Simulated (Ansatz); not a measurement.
# Ba2MgB2: a trial structure relaxed

Aim: relax Ba2MgB2 from this start, LiCu2P2 type (I4/mmm, No. 139), and see where it ends.

Method: DFT PBE, scalar-relativistic, plane waves, PAW, in Ansatz 0.2.0.

## 1. The starting structure

It takes space group I4/mmm (No. 139, tetragonal). Conventional cell: a = 4.417 Å, b = 4.417 Å, c = 10.852 Å, α = 90.00°, β = 90.00°, γ = 90.00°. Ba (site symmetry -4m2) has 4 B at 2.67 Å in its first shell of neighbours. Mg (site symmetry 4/mmm) is surrounded by 8 B at 3.35 Å and 8 Ba at 3.50 Å. B (site symmetry 4mm) has 1 B at 2.43 Å and 4 Ba at 2.67 Å and 4 Mg at 3.35 Å in its first shell of neighbours.

Structure file:

```cif
data_structure
_symmetry_space_group_name_H-M 'P 1'
_symmetry_Int_Tables_number 1
_cell_length_a 6.2608
_cell_length_b 6.2608
_cell_length_c 6.2608
_cell_angle_alpha 138.689
_cell_angle_beta 138.689
_cell_angle_gamma 59.850
_cell_volume 105.86
loop_
_atom_site_label
_atom_site_type_symbol
_atom_site_fract_x
_atom_site_fract_y
_atom_site_fract_z
_atom_site_occupancy
Ba1 Ba 0.75000 0.25000 0.50000 1
Ba2 Ba 0.25000 0.75000 0.50000 1
Mg1 Mg 0.00000 0.00000 0.00000 1
B1 B 0.38800 0.38800 0.00000 1
B2 B 0.61200 0.61200 0.00000 1
```

(A quick probe on a coarse mesh, which set the mesh and smearing, is not shown.)

## 3. A loose first relaxation

input.yaml

```yaml
crystal:
  lattice:
    - [-2.2085192418, 2.2085192418, 5.4261278003]
    - [2.2085192418, -2.2085192418, 5.4261278003]
    - [2.2085192418, 2.2085192418, -5.4261278003]
  atoms:
    - { symbol: Ba, position: [0.75, 0.25, 0.5] }
    - { symbol: Ba, position: [0.25, 0.75, 0.5] }
    - { symbol: Mg, position: [0.0, 0.0, 0.0] }
    - { symbol: B, position: [0.388, 0.388, 0.0] }
    - { symbol: B, position: [0.612, 0.612, 0.0] }
basis:
  ecutwfc: 420
kpoints:
  mp_grid: { grid: [6, 6, 6] }
hamiltonian:
  xc: pbe
scf:
  occupations: { method: gaussian, width: 0.1 }
  lower_state_search: "off"
output:
  forces: true
  stress: true
  eigenvalues: true
relax:
  adjacent_minimum: "off"
  f_tol: 0.04
  max_steps: 70
  cell: { stress_tol: 0.4 }
```

On the command line:

```sh
$ ansatz run input.yaml --threads 1 --pin off --max-ram 2560MiB --backend cpu --events-out ev --progress --plain --runs-dir out
```

Further runs follow: the relaxation.

**Question.** What will these runs give?

As calculated:

Formation energies count from the elements, computed with the same settings in runs not shown here.

```
                          quantity                                                                      value
               cell (conventional)  a = 5.754 Å, b = 5.754 Å, c = 8.389 Å, α = 90.00°, β = 90.00°, γ = 90.00°
                       space group                                                           I4/mmm (No. 139)
                            volume                                                              27.78 Å³/atom
                   gap on the mesh                                                               none (metal)
formation energy from the elements                                                             +0.444 eV/atom
```

**Reading.** The space group stayed I4/mmm, and from the first guess the volume went from 21.17 to 27.78 Å³/atom. The formation energy of +0.44 eV/atom is positive, so the elements lie lower than this structure; another structure of the compound can lie lower.
